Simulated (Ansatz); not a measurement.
**Pd: response to strain**

Aim: deform Pd (equal xx and yy strain of +3 %) and compute stress, forces and field gradients with LAPW, PAW and all-electron datasets made for the crystal.

Program: Ansatz 0.2.0. Level of theory: DFT LDA, scalar-relativistic. These are calculated values, not measurements.

### 1 The starting structure

The structure is cubic, space group Fm-3m (No. 225). The conventional cell has a = 3.890 Å, b = 3.890 Å, c = 3.890 Å, α = 90.00°, β = 90.00°, γ = 90.00°. Pd (site symmetry m-3m) has 12 Pd at 2.75 Å as nearest neighbours.

Structure file:

```cif
data_structure
_symmetry_space_group_name_H-M 'Fm-3m'
_symmetry_Int_Tables_number 225
_cell_length_a 3.8898
_cell_length_b 3.8898
_cell_length_c 3.8898
_cell_angle_alpha 90.000
_cell_angle_beta 90.000
_cell_angle_gamma 90.000
_cell_volume 58.85
loop_
_atom_site_label
_atom_site_type_symbol
_atom_site_symmetry_multiplicity
_atom_site_Wyckoff_symbol
_atom_site_fract_x
_atom_site_fract_y
_atom_site_fract_z
_atom_site_occupancy
Pd1 Pd 4 a 0.00000 0.00000 0.00000 1
```

The file gives the conventional cell by its symmetry; the runs use the cell typed in the input.

### 2 The deformed structure

Space group Fm-3m before, I4/mmm after.

### 3 LAPW, all electrons

File input.yaml:

```yaml
crystal:
  lattice:
    - [0.0, 2.003247, 1.9449]
    - [2.003247, 0.0, 1.9449]
    - [2.003247, 2.003247, 0.0]
  atoms:
    - { symbol: Pd, position: [0.0, 0.0, 0.0] }
kpoints:
  mp_grid: { grid: [18, 18, 18] }
  band_path:
    path:
      - [0.0, 0.0, 0.0]
      - [0.0, 0.5, 0.5]
      - [0.25, 0.75, 0.5]
      - [0.0, 0.5, 0.0]
      - [0.0, 0.0, 0.0]
      - [0.5, 0.5, 0.0]
      - [0.3826125, 0.6173875, 0.0]
      - [-0.3826125, 0.3826125, 0.0]
      - [0.0, 0.0, 0.0]
    npoints: 5
scf:
  occupations: { method: fermi_dirac, width: 0.05 }
hamiltonian:
  xc: lda
  pseudopotentials: { kind: all_electron, lapw: { basis_error: 0.00025 } }
output:
  forces: true
  stress: true
  eigenvalues: true
```

Command:

```sh
$ ansatz run input.yaml --threads 1 --pin off --max-ram 3072MiB --backend cpu --events-out ev --progress --plain --runs-dir out
```

### 4 Frozen-core PAW

File input.yaml:

```yaml
crystal:
  lattice:
    - [0.0, 2.003247, 1.9449]
    - [2.003247, 0.0, 1.9449]
    - [2.003247, 2.003247, 0.0]
  atoms:
    - { symbol: Pd, position: [0.0, 0.0, 0.0] }
kpoints:
  mp_grid: { grid: [18, 18, 18] }
scf:
  occupations: { method: fermi_dirac, width: 0.05 }
hamiltonian:
  xc: lda
  pseudopotentials: { kind: paw }
output:
  forces: true
  stress: true
  eigenvalues: true
  efg: { contact_densities: true }
```

### 5 All-electron PAW on datasets made for the crystal

Edit input.yaml of step 4 so:

```diff
@@ -13,3 +13,3 @@
   xc: lda
-  pseudopotentials: { kind: paw }
+  pseudopotentials: { kind: all_electron, datasets: crystal }
 output:
```

(Steps that only read results are left out.)

**Question.** What will these runs give? Wanted: pressure; largest shear or deviatoric stress.

**Answer**, as computed:

| quantity | value |
| --- | --- |
| pressure | LAPW -17.13, PAW -17.08, crystal datasets -17.13 GPa |
| largest shear or deviatoric stress (LAPW) | 0.81 GPa |

In words: The largest part of the stress beyond the pressure is 0.81 GPa in size, in the zz component. No run of the undeformed cell stands beside it, so the pressure holds what the given cell had before the change. PAW: stress within 0.04 GPa of LAPW. Crystal datasets: stress within 0.01 GPa of LAPW.
